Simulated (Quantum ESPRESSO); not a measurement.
# Sn3SO2 (P6/mmm) in Quantum ESPRESSO: reference runs

Aim: a first look at Sn3SO2 with PBE, on the cell as given.

All numbers are computed with Quantum ESPRESSO 7.5; they aren't measurements. Logs are shortened: lines on timing, memory, paths and dates and some standing lists are left out, and cuts for length are marked.

## Step 1: The structure

It takes space group P6/mmm (No. 191, hexagonal). The conventional cell has a = 6.351 Å, b = 6.351 Å, c = 3.516 Å, α = 90.00°, β = 90.00°, γ = 120.00°. Around Sn (site symmetry mmm) lie 4 O at 2.54 Å. S (site symmetry 6/mmm) has 2 S at 3.52 Å and 12 Sn at 3.63 Å and 6 O at 3.67 Å as nearest neighbours. Around O (site symmetry -6m2) lie 6 Sn at 2.54 Å.

The cell was built by a generator and needn't be a form met in nature.

## Step 2: Single point, PBE

pw.in reads:

```
&CONTROL
  calculation = 'scf'
  prefix = 'pwscf'
  outdir = './tmp'
  pseudo_dir = './pseudo'
  tprnfor = .true.
  tstress = .true.
  disk_io = 'nowf'
/
&SYSTEM
  ibrav = 0
  nat = 6
  ntyp = 3
  ecutwfc = 60
  ecutrho = 480
  nbnd = 40
  occupations = 'smearing'
  smearing = 'fd'
  degauss = 0.00367493
/
&ELECTRONS
  conv_thr = 1.2d-09
  electron_maxstep = 120
  mixing_beta = 0.5
/
ATOMIC_SPECIES
Sn   118.7100 Sn_pbe_v1.uspp.F.UPF
S     32.0600 s_pbe_v1.4.uspp.F.UPF
O     15.9990 O.pbe-n-kjpaw_psl.0.1.UPF
CELL_PARAMETERS angstrom
   6.3513525000    0.0000000000    0.0000000000
  -3.1756762500    5.5004326100    0.0000000000
   0.0000000000    0.0000000000    3.5157326300
ATOMIC_POSITIONS crystal
Sn     0.5000000000    0.0000000000    0.5000000000
Sn     0.0000000000    0.5000000000    0.5000000000
Sn     0.5000000000    0.5000000000    0.5000000000
S      0.0000000000    0.0000000000    0.0000000000
O      0.6666666700    0.3333333300    0.0000000000
O      0.3333333300    0.6666666700    0.0000000000
K_POINTS automatic
5 5 8 0 0 0
```

Potentials or basis: SSSP 1.3 efficiency PBE.

Started as:

```
> OMP_NUM_THREADS=1 pw.x -in pw.in > pw.out
```

pw.out:

```text
This program is part of the open-source Quantum ESPRESSO suite
     for quantum simulation of materials; please cite
         "P. Giannozzi et al., J. Phys.:Condens. Matter 21 395502 (2009);
         "P. Giannozzi et al., J. Phys.:Condens. Matter 29 465901 (2017);
         "P. Giannozzi et al., J. Chem. Phys. 152 154105 (2020);
     in publications or presentations arising from this work. More details at

     file O.pbe-n-kjpaw_psl.0.1.UPF: wavefunction(s)  2P renormalized
     Message from routine setup:
     using ibrav=0 with symmetry is DISCOURAGED, use correct ibrav instead

     G-vector sticks info
     --------------------
     sticks:   dense  smooth     PW     G-vecs:    dense   smooth      PW
     Sum        4753    2383    685               147071    52035    8021

     Using Slab Decomposition

     bravais-lattice index     =            0
     lattice parameter (alat)  =      12.0023  a.u.
     unit-cell volume          =     828.8492 (a.u.)^3
     number of atoms/cell      =            6
     number of atomic types    =            3
     number of electrons       =        60.00
     number of Kohn-Sham states=           40
     kinetic-energy cutoff     =      60.0000  Ry
     charge density cutoff     =     480.0000  Ry
     scf convergence threshold =      1.2E-09
     mixing beta               =       0.5000
     number of iterations used =            8  plain     mixing
     Exchange-correlation= SLA  PW   PBX  PBC
                           (   1   4   3   4   0   0   0)

     celldm(1)=  12.002317  celldm(2)=   0.000000  celldm(3)=   0.000000
     celldm(4)=   0.000000  celldm(5)=   0.000000  celldm(6)=   0.000000

     crystal axes: (cart. coord. in units of alat)
               a(1) = (   1.000000   0.000000   0.000000 )
               a(2) = (  -0.500000   0.866025   0.000000 )
               a(3) = (   0.000000   0.000000   0.553541 )

     reciprocal axes: (cart. coord. in units 2 pi/alat)
               b(1) = (  1.000000  0.577350 -0.000000 )
               b(2) = (  0.000000  1.154701  0.000000 )
               b(3) = (  0.000000 -0.000000  1.806552 )

     PseudoPot. # 1 for Sn read from file:
     Sn_pbe_v1.uspp.F.UPF
     Pseudo is Ultrasoft + core correction, Zval = 14.0
     Generated by new atomic code, or converted to UPF format
     Using radial grid of  891 points,  6 beta functions with:
                l(1) =   0
                l(2) =   0
                l(3) =   1
                l(4) =   1
                l(5) =   2
                l(6) =   2
     Q(r) pseudized with  6 coefficients,  rinner =    1.200   1.200   1.200
                                                       1.200   1.200

     PseudoPot. # 2 for S  read from file:
     s_pbe_v1.4.uspp.F.UPF
     Pseudo is Ultrasoft + core correction, Zval =  6.0
     Generated by new atomic code, or converted to UPF format
     Using radial grid of  907 points,  6 beta functions with:
                l(1) =   0
                l(2) =   0
                l(3) =   1
                l(4) =   1
                l(5) =   2
                l(6) =   2
     Q(r) pseudized with  8 coefficients,  rinner =    1.300   1.300   1.300
                                                       1.300   1.300

     PseudoPot. # 3 for O  read from file:
     O.pbe-n-kjpaw_psl.0.1.UPF
     Pseudo is Projector augmented-wave + core cor, Zval =  6.0
     Generated using "atomic" code by A. Dal Corso  v.5.0.99 svn rev. 10869
     Shape of augmentation charge: BESSEL
     Using radial grid of 1095 points,  4 beta functions with:
                l(1) =   0
                l(2) =   0
                l(3) =   1
                l(4) =   1
     Q(r) pseudized with 0 coefficients

     atomic species   valence    mass     pseudopotential
     Sn               14.00   118.71000     Sn( 1.00)
     S                 6.00    32.06000     S ( 1.00)
     O                 6.00    15.99900     O ( 1.00)

     24 Sym. Ops., with inversion, found

   Cartesian axes

     site n.     atom                  positions (alat units)
         1        Sn     tau(   1) = (   0.5000000   0.0000000   0.2767704  )
         2        Sn     tau(   2) = (  -0.2500000   0.4330127   0.2767704  )
         3        Sn     tau(   3) = (   0.2500000   0.4330127   0.2767704  )
         4        S      tau(   4) = (   0.0000000   0.0000000   0.0000000  )
         5        O      tau(   5) = (   0.5000000   0.2886751   0.0000000  )
         6        O      tau(   6) = (  -0.0000000   0.5773503   0.0000000  )

     number of k points=    25  Fermi-Dirac smearing, width (Ry)=  0.0037
                       cart. coord. in units 2pi/alat
        k(    1) = (   0.0000000   0.0000000   0.0000000), wk =   0.0100000
        k(    2) = (   0.0000000   0.0000000   0.2258190), wk =   0.0200000
        k(    3) = (   0.0000000   0.0000000   0.4516379), wk =   0.0200000
        k(    4) = (   0.0000000   0.0000000   0.6774569), wk =   0.0200000
        k(    5) = (   0.0000000   0.0000000  -0.9032758), wk =   0.0100000
        k(    6) = (   0.0000000   0.2309401   0.0000000), wk =   0.0600000
[... 17 lines left out ...]
        k(   24) = (   0.2000000   0.5773503   0.6774569), wk =   0.1200000
        k(   25) = (   0.2000000   0.5773503  -0.9032758), wk =   0.0600000

     Dense  grid:   147071 G-vectors     FFT dimensions: (  90,  90,  48)

     Smooth grid:    52035 G-vectors     FFT dimensions: (  60,  60,  36)

     Initial potential from superposition of free atoms

     starting charge      56.9998, renormalised to      60.0000
     Starting wfcs are   39 randomized atomic wfcs +    1 random wfcs

     Self-consistent Calculation

     iteration #  1     ecut=    60.00 Ry     beta= 0.50
     Davidson diagonalization with overlap
     ethr =  1.00E-02,  avg # of iterations =  4.7

     total energy              =    -596.22048001 Ry
     estimated scf accuracy    <       2.45902633 Ry
[... 64 lines left out ...]
     iteration # 11     ecut=    60.00 Ry     beta= 0.50
     Davidson diagonalization with overlap
     ethr =  4.47E-11,  avg # of iterations =  2.5

     End of self-consistent calculation

          k = 0.0000 0.0000 0.0000 (  6515 PWs)   bands (ev):

   -13.3507 -13.3000 -13.3000 -13.2509 -13.1726 -13.1490 -13.1490 -13.1405
   -13.1405 -13.0959 -13.0688 -13.0688 -13.0510 -13.0510 -13.0178  -9.4786
    -9.2556  -2.9707   1.3075   1.3075   1.3854   3.8522   3.8522   4.5491
     5.5116   6.5446   6.5446   7.1851   8.2940   8.2940   8.6787  10.6268
    10.6268  13.5496  14.1091  14.1091  14.7302  14.9075  15.4032  16.6294
[... 19 lines left out ...]
   -13.3468 -13.3152 -13.2889 -13.2889 -13.1712 -13.1712 -13.1556 -13.1162
   -13.1097 -13.1097 -13.0787 -13.0787 -13.0295 -13.0295 -13.0167  -9.2622
    -8.7573  -2.5044  -0.4872   2.4568   2.8583   2.8583   5.0978   5.0978
     5.4505   5.4505   6.0966   7.1263   7.1263   7.3466   8.4515   8.4515
     9.9872  11.2132  12.3581  12.3581  14.6437  15.5894  15.5894  17.4530

          k = 0.0000 0.0000-0.9033 (  6520 PWs)   bands (ev):

   -13.3741 -13.3091 -13.2874 -13.2874 -13.1765 -13.1765 -13.1393 -13.1197
   -13.1061 -13.1061 -13.0833 -13.0833 -13.0191 -13.0191 -13.0165  -9.2211
    -8.6692  -2.3927  -0.7579   2.1526   3.8843   3.8843   4.2005   4.2005
     5.4715   5.4715   5.8709   7.5181   7.5181   7.6306   7.6306   8.4758
     8.6086  11.7537  12.2433  12.2433  14.9021  15.3844  15.3844  17.5947
[... 27 lines left out ...]
   -13.3276 -13.2994 -13.2800 -13.2645 -13.1722 -13.1654 -13.1509 -13.1201
   -13.1181 -13.1098 -13.1002 -13.0806 -13.0511 -13.0459 -13.0258  -9.2186
    -8.7987  -2.5011  -0.3616   1.7492   2.7504   3.3164   5.0634   5.2681
     5.3755   5.6048   6.1038   6.5832   7.2157   7.9452   8.7799   8.8901
    10.1822  11.1800  12.2141  12.3998  13.5031  14.7289  15.4349  16.2951

          k = 0.0000 0.2309-0.9033 (  6510 PWs)   bands (ev):

   -13.3529 -13.2945 -13.2774 -13.2630 -13.1776 -13.1705 -13.1343 -13.1237
   -13.1151 -13.1080 -13.1061 -13.0854 -13.0426 -13.0399 -13.0186  -9.1732
    -8.7143  -2.3936  -0.6128   1.6144   3.8256   3.9467   4.0621   4.6168
     5.4250   5.5616   5.6788   7.0675   7.5244   8.1810   8.2133   8.4836
     9.4379  11.8135  11.8934  12.3010  13.6615  14.6539  15.3754  16.5226
[... 27 lines left out ...]
   -13.2901 -13.2835 -13.2328 -13.2022 -13.1769 -13.1508 -13.1505 -13.1461
   -13.1319 -13.1288 -13.1116 -13.1074 -13.0970 -13.0835 -13.0268  -9.1182
    -8.8956  -2.4967  -0.0332   0.9689   2.6022   3.7278   4.6556   5.2569
     5.3684   5.5263   6.6771   6.9124   7.3296   7.7981   9.4581   9.7946
    10.7471  11.3167  11.3911  12.1572  12.7252  13.2408  15.3014  15.6332

          k = 0.0000 0.4619-0.9033 (  6486 PWs)   bands (ev):

   -13.3036 -13.2875 -13.2264 -13.2010 -13.1874 -13.1554 -13.1549 -13.1451
   -13.1359 -13.1187 -13.1069 -13.1058 -13.0883 -13.0837 -13.0186  -9.0632
    -8.8198  -2.3956  -0.2337   0.8129   3.7412   3.8765   4.2163   4.6403
     4.9475   5.6971   6.4007   7.0808   7.4717   7.5351   9.5792   9.7781
    10.4972  11.2104  11.5036  12.1199  12.4153  13.4274  15.3182  15.5931
[... 27 lines left out ...]
   -13.2940 -13.2732 -13.2694 -13.2168 -13.1769 -13.1545 -13.1465 -13.1375
   -13.1324 -13.1204 -13.1100 -13.1036 -13.0851 -13.0541 -13.0438  -9.1430
    -8.8714  -2.4976  -0.1212   1.1341   2.6325   3.6082   4.7183   5.0847
     5.4959   6.0940   6.1534   6.7000   7.3667   7.9064   9.2330   9.5627
    10.4722  11.3068  11.9695  12.1209  12.7219  14.3231  14.4137  15.8384

          k = 0.2000 0.3464-0.9033 (  6506 PWs)   bands (ev):

   -13.3155 -13.2719 -13.2640 -13.2135 -13.1851 -13.1592 -13.1476 -13.1364
   -13.1266 -13.1234 -13.1063 -13.0960 -13.0901 -13.0483 -13.0336  -9.0903
    -8.7935  -2.3953  -0.3381   1.0019   3.6634   3.8187   4.0564   5.0796
     5.3171   5.6802   5.6935   7.0656   7.5382   7.6890   9.1528   9.5156
    10.2294  11.3986  11.9927  12.1695  12.3687  14.2218  14.7215  15.5743
[... 27 lines left out ...]
   -13.2698 -13.2566 -13.2263 -13.2005 -13.1832 -13.1631 -13.1586 -13.1416
   -13.1383 -13.1333 -13.1115 -13.1103 -13.0941 -13.0886 -13.0465  -9.0580
    -8.9546  -2.4960   0.1930   0.6463   2.5666   3.8950   4.3262   4.8799
     5.6187   6.0852   6.8247   6.9283   7.4575   7.5068   9.4990   9.9684
    10.5004  11.5059  11.6516  12.6213  12.6806  12.8273  14.3237  15.7854

          k = 0.2000 0.5774-0.9033 (  6520 PWs)   bands (ev):

   -13.2728 -13.2679 -13.2182 -13.2158 -13.1816 -13.1633 -13.1632 -13.1447
   -13.1375 -13.1349 -13.1064 -13.1007 -13.0938 -13.0842 -13.0373  -8.9974
    -8.8843  -2.3966   0.0182   0.4852   3.4351   3.8269   4.3116   4.6087
     5.4590   5.7479   6.6039   6.7327   7.2675   7.5115  10.1283  10.5267
    10.8016  10.8674  10.9027  12.3775  12.5695  13.1051  14.4128  15.1945

     the Fermi energy is     8.5777 ev

!    total energy              =    -596.99676965 Ry
     estimated scf accuracy    <          9.0E-10 Ry
     smearing contrib. (-TS)   =      -0.00070242 Ry
     internal energy E=F+TS    =    -596.99606724 Ry

     The total energy is F=E-TS. E is the sum of the following terms:
     one-electron contribution =    -225.20763203 Ry
     hartree contribution      =     153.18417025 Ry
     xc contribution           =    -165.65546291 Ry
     ewald contribution        =    -340.24416065 Ry
     one-center paw contrib.   =     -19.07298190 Ry

     convergence has been achieved in  11 iterations

     Forces acting on atoms (cartesian axes, Ry/au):

     atom    1 type  1   force =     0.00000000    0.00000000    0.00000000
     atom    2 type  1   force =     0.00000000    0.00000000    0.00000000
     atom    3 type  1   force =     0.00000000    0.00000000   -0.00000000
     atom    4 type  2   force =     0.00000000    0.00000000    0.00000000
     atom    5 type  3   force =    -0.00000000   -0.00000000    0.00000000
     atom    6 type  3   force =     0.00000000    0.00000000    0.00000000

     Total force =     0.000000     Total SCF correction =     0.000000

     Computing stress (Cartesian axis) and pressure

          total   stress  (Ry/bohr**3)                   (kbar)     P=      -17.15
  -0.00002706  -0.00000000   0.00000000           -3.98       -0.00        0.00
   0.00000000  -0.00002706   0.00000000            0.00       -3.98        0.00
   0.00000000   0.00000000  -0.00029561            0.00        0.00      -43.49

=------------------------------------------------------------------------------=
   JOB DONE.
=------------------------------------------------------------------------------=
```

It took 97 s on 1 thread of Intel Xeon 6975P-C (Granite Rapids), shared host; peak memory 0.66 GiB.

Results:

* Free energy: -8122.5548 eV
* Pressure: -1.7 GPa
* Band gap on the k mesh: none (metal or under the smearing width)

Stress tensor (GPa, compression positive):
```
-0.40  0.00  0.00
 0.00 -0.40  0.00
 0.00  0.00 -4.35
```
